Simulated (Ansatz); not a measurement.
# CGeN: the cost of one run

The runs use Ansatz 0.2.0, Gaussian basis; cc-pVTZ, core rule «outside noble gas», up to 16 orbitals frozen.

To be run: UHF; CCSD(T) on ROHF; CCSD(T) on UHF; BCCD(T) on ROHF; CCSDT(Q) on ROHF; CCSDT(Q) on UHF; CASSCF and NEVPT2, 13 electrons in 12 orbitals.

5 further runs of the same task are left out: 5 set aside as unsound or not needed.

### 1 The system

The geometry is a PBE0/def2-TZVP stationary point (not a proven minimum). No spin-orbit coupling is included. The filled d shell of Ge may be among the frozen orbitals whatever the setting's name suggests; the logs give the count.

3 atoms, charge 0, spin multiplicity 2.

Atoms are counted from 1 here; the program's logs count them from 0.

Bond lengths: Ge1–C2 1.947 Å, C2–N3 1.160 Å. Angles: Ge1–C2–N3 180.0°.

Geometry (Å):

```xyz
3
charge 0, multiplicity 2
Ge    0.0000    0.0000    1.6846
C     0.0000    0.0000   -0.2621
N     0.0000    0.0000   -1.4225
```

### 2 UHF

File in.yaml:

```yaml
crystal:
  periodic: [false, false, false]
  atoms:
    - {symbol: Ge, position_ang: [0.000000, 0.000000, 1.684600]}
    - {symbol: C, position_ang: [0.000000, 0.000000, -0.262100]}
    - {symbol: N, position_ang: [0.000000, 0.000000, -1.422500]}
basis:
  gaussian: {orbitals: cc-pVTZ}
magnetization: {spin_polarized: true, initial_magnetization: 1}
hamiltonian: {xc: hf}
output: {orbitals: {seedname: orbitals}}
```

The run is started by

```bash
> ansatz run in.yaml --threads 1 --pin off --events-out ev --progress --plain --max-ram 4096MiB --backend cpu
```

What time and memory should one allow on 1 thread of AMD EPYC 7R13, shared host?

About 8 s, with a peak of 0.33 GiB.
